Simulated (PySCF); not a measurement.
# [Pr(SH)2]+: other functionals and bases at one geometry

An exercise on one series of results from a longer session: the logs are not shown, and one member is left open.

Method: several levels, as the steps say, no spin–orbit coupling; program: PySCF 2.14.0.

1 further run of the same task is left out (for a known fault of the program).

## The starting structure

5 atoms, charge 1, spin multiplicity 1.

Bond lengths: Pr1–S2 2.569 Å, Pr1–S4 2.569 Å, S2–H3 1.359 Å, S4–H5 1.359 Å. Angles: S2–Pr1–S4 99.2°, Pr1–S2–H3 96.5°, Pr1–S4–H5 96.5°.

As a file:

```
Pr    0.00000    0.00000   -0.80867
S     1.95333   -0.09501    0.85683
H     2.93966   -0.22311   -0.06919
S    -1.95333    0.09501    0.85683
H    -2.93966    0.22311   -0.06919
```

Formal oxidation states: Pr +3. Each metal's 2 4f electrons lie in its core potential, so multiplicities, spins and levels count the valence alone. An earlier session relaxed this geometry at PBE0, Pr lcecp-1-SVP with ECP48, S def2-SVP, H def2-SVP (singlet, point group C2).

At PBE0 on the finer grid: E = -829.770330 Eh, HOMO -11.96 eV, LUMO -7.14 eV, Mulliken charge on Pr1 +1.15 e, largest force component 0.023 eV/Å. 

Levels to run: BLYP; B3LYP; PBE0, TZVP. Hardware: 2 threads of Arm Neoverse V1, shared host.

The first run:

The input, run.py (the lines that set the calculation):

```python
mol = gto.M(atom='''
Pr     0.00000     0.00000    -0.80867
S      1.95333    -0.09501     0.85683
H      2.93966    -0.22311    -0.06919
S     -1.95333     0.09501     0.85683
H     -2.93966     0.22311    -0.06919''',
    basis={'Pr': 'lcecp-1-SVP', 'S': 'def2-SVP', 'H': 'def2-SVP'},
    ecp={'Pr': 'lcecp-1-SVP'},
    charge=1, spin=0)
mf = dft.RKS(mol, xc='BLYP')
mf.grids.atom_grid = (75, 302)  # f atoms: unpruned, at least (60, 302)
mf = mf.density_fit()  # fitting sets: Pr AutoAux, S def2-universal-JKFIT, H def2-universal-JKFIT
mf.conv_tol = 1e-08; mf.max_cycle = 55
mf.kernel(dm0)  # dm0: the density of the relaxed state
```

Run with:

```sh
OMP_NUM_THREADS=2 python run.py
```

Among the steps run: BLYP; B3LYP; PBE0, TZVP.

One table of the session follows, with a row left open; its other results are not shown here.

```
              level  HOMO (eV)  gap (eV)  charge on Pr1 (e)  dipole (D)  largest force component (eV/Å)
PBE0 (relaxed here)     -11.96      4.81               1.15        7.90                            0.02
               BLYP          ?         ?                  ?           ?                               ?
              B3LYP     -11.68      4.26               1.09        7.61                            0.37
         PBE0, TZVP     -11.90      4.85               1.42        7.56                            0.20
```

Q: Estimate the row for BLYP from the others.

As computed: HOMO (eV): -10.66; gap (eV): 2.86; charge on Pr1 (e): 1.00; dipole (D): 6.98; largest force component (eV/Å): 0.67. In the column «HOMO (eV)» it is the highest.

The dipole of a charged species depends on the origin, so these sizes hold for this origin alone.

In one basis the HOMO–LUMO gap runs from 2.86 eV (BLYP) to 4.81 eV (PBE0). The largest leftover force, 0.67 eV/Å with BLYP, stands at a geometry relaxed at another level. With 4f in the core, its levels are missing from HOMO and gap, and its count is fixed, so no charge can pass from the ligands into it. Total energies of different levels can't be compared.
